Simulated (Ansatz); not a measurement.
**CH₅AlOSiTe: one species, many methods**

Aim: compute CH₅AlOSiTe with functionals from several rungs and with coupled cluster, and see how far each lands from CCSD(T) at the basis-set limit for the atomisation energy.

Computed with Ansatz 0.2.0, Gaussian basis. Level: functionals in def2-TZVPP, the program's frozen cores in correlated methods.

The runs, in order: PBE-D4, r2SCAN-D4, PBE0-D4, B3LYP-D4, ωB97X-V, ωB97M-V, B2PLYP; CCSD(T)/def2-TZVPP; MP2/def2-QZVPP; extrapolation to the limit.

### 1 Structure used throughout

An earlier PBE0-D4 in a triple-zeta def2 set relaxation fixed the geometry. Te takes the def2 core potential; no spin-orbit term is included.

10 atoms, charge 0, spin multiplicity 1.

Atoms are counted from 1 here; the program's logs count them from 0.

Bond lengths: O1–C2 1.370 Å, O1–H6 0.963 Å, C2–Si3 1.876 Å, C2–Al4 1.954 Å, C2–Te5 2.453 Å, Si3–H7 1.492 Å, Si3–H8 1.487 Å, Si3–H9 1.486 Å, Al4–Te5 2.427 Å, Al4–H10 1.575 Å. Angles: C2–O1–H6 111.0°, O1–C2–Si3 111.6°, O1–C2–Al4 128.9°, O1–C2–Te5 114.1°, Si3–C2–Al4 118.4°, Si3–C2–Te5 102.3°, Al4–C2–Te5 65.7°, C2–Si3–H7 108.9°, C2–Si3–H8 106.9°, C2–Si3–H9 113.6°, H7–Si3–H8 108.6°, H7–Si3–H9 108.7°, H8–Si3–H9 110.1°, C2–Al4–Te5 67.1°, C2–Al4–H10 142.1°, Te5–Al4–H10 150.4°, C2–Te5–Al4 47.2°.

### 2 PBE-D4 (GGA)

The input, in.yaml:

```yaml
crystal:
  periodic: [false, false, false]
  atoms:
    - {symbol: O, position_ang: [0.442761, 1.347391, 1.132522]}
    - {symbol: C, position_ang: [0.122899, 0.463715, 0.135537]}
    - {symbol: Si, position_ang: [-0.142208, -1.267884, 0.807702]}
    - {symbol: Al, position_ang: [0.249950, 0.700283, -1.799729]}
    - {symbol: Te, position_ang: [-2.017576, 0.930958, -0.967048]}
    - {symbol: H, position_ang: [0.682954, 2.205696, 0.768829]}
    - {symbol: H, position_ang: [1.094164, -1.703129, 1.520216]}
    - {symbol: H, position_ang: [-0.352283, -2.159132, -0.364397]}
    - {symbol: H, position_ang: [-1.292969, -1.373802, 1.741688]}
    - {symbol: H, position_ang: [1.295508, 0.804804, -2.972321]}
basis:
  gaussian: {orbitals: def2-TZVPP}
hamiltonian: {xc: pbe, dispersion: d4}
output: {forces: true, orbitals: {seedname: orbitals}}
```

Started as:

```sh
$ ansatz run in.yaml --threads 4 --pin off --events-out ev --progress --plain --max-ram 10444MiB
```

The runs that follow: r2SCAN-D4 (meta-GGA); PBE0-D4 (hybrid); B3LYP-D4 (hybrid); ωB97X-V (range-separated); ωB97M-V (range-separated); B2PLYP (double hybrid); CCSD(T) in def2-TZVPP; MP2 in def2-QZVPP.

**Question.** What will the summary of the whole plan be? Wanted: atomisation energy, CCSD(T)/CBS; farthest; mean size of error, hybrid; mean size of error, range-separated; gap, smallest and largest; T1 diagnostic; triples share of the correlation energy.

**Answer**, as computed:

| quantity | value |
| --- | --- |
| atomisation energy, CCSD(T)/CBS | 3092.5 kJ/mol |
| functionals within 30.9 kJ/mol (1.0 %) | r2SCAN-D4, ωB97X-V |
| farthest | B2PLYP (-78.0 kJ/mol) |
| mean size of error, hybrid | 36.3 kJ/mol |
| mean size of error, range-separated | 28.5 kJ/mol |
| gap, smallest and largest | 2.82 eV (PBE-D4), 8.42 eV (ωB97X-V) |
| T1 diagnostic | 0.0154 |
| triples share of the correlation energy | 3.8 % |

What this shows: PBE-D4 is off by +37.4 kJ/mol. Double hybrids carry the basis error of their MP2 part in triple zeta, and no dispersion term here, so their miss is partly the set-up's. The reference freezes the cores and leaves out spin-orbit coupling and excitations past (T), and its outer-core shells are covered unevenly, so misses under about 30.9 kJ/mol can't be ranked. All levels share the lack of spin-orbit coupling, which lowers the free heavy atoms and so the true binding. Hartree-Fock recovers 67 % of the binding; the rest is correlation. The gap grows from 2.8 to 8.4 eV across the functionals, mostly with the share of exact exchange. The restricted reference is unstable towards a spin-broken one. Correlated methods include outer-core shells of Te, which these sets cover unevenly.
